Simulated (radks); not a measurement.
**Mg⁺ in [He] 2s1.5 2p6 3s1.5: an all-electron calculation**

An exercise on one series of results from a longer session: the logs are not shown, and one member is left open.

The numbers are computed with radks (a radial shooting solver on a logarithmic mesh, Libxc functionals) version 1 (non-relativistic Kohn-Sham, TPSS, spin-unpolarised, spherical densities, point nucleus), except any that are marked as measured or tabulated.

### The system

| Property | Result |
| --- | --- |
| element | magnesium (Z = 12) |
| charge | +1 |
| electrons | 11 |
| configuration | [He] 2s1.5 2p6 3s1.5 |

Set-up of the first run:

The run's settings:

```text
Z 12
configuration [He] 2s1.5 2p6 3s1.5 3p0 4s0 3d0 4f0
relativity non-relativistic
functional tpss,tpss
spin unpolarised
nucleus point
```

The run is started by

```console
$ python run_ks.py task.json out
```

All runs below come from this command, one after another.

One of the session's tables, all rows but one given; the rest of the session is left out.

It belongs to the step «Radial structure». From the orbitals of this run (lengths in bohr):

| level | <r> | outermost maximum (interpolated) | 90 % within | nodes |
| --- | --- | --- | --- | --- |
| 1s | 0.1307 | 0.0854 | 0.234 | 0 |
| 2s | ? | ? | ? | ? |
| 2p | 0.6681 | 0.472 | 1.13 | 0 |
| 3s | 2.647 | 2.26 | 3.97 | 2 |
| 3p | 3.225 | 2.71 | 4.93 | 1 |

Q: Estimate the row for 2s from the others.

The run gave: <r>: 0.6861; outermost maximum (interpolated): 0.543; 90 % within: 1.09; nodes: 1. In the column «<r>» it lies between 2p (0.6681) and 3s (2.647).
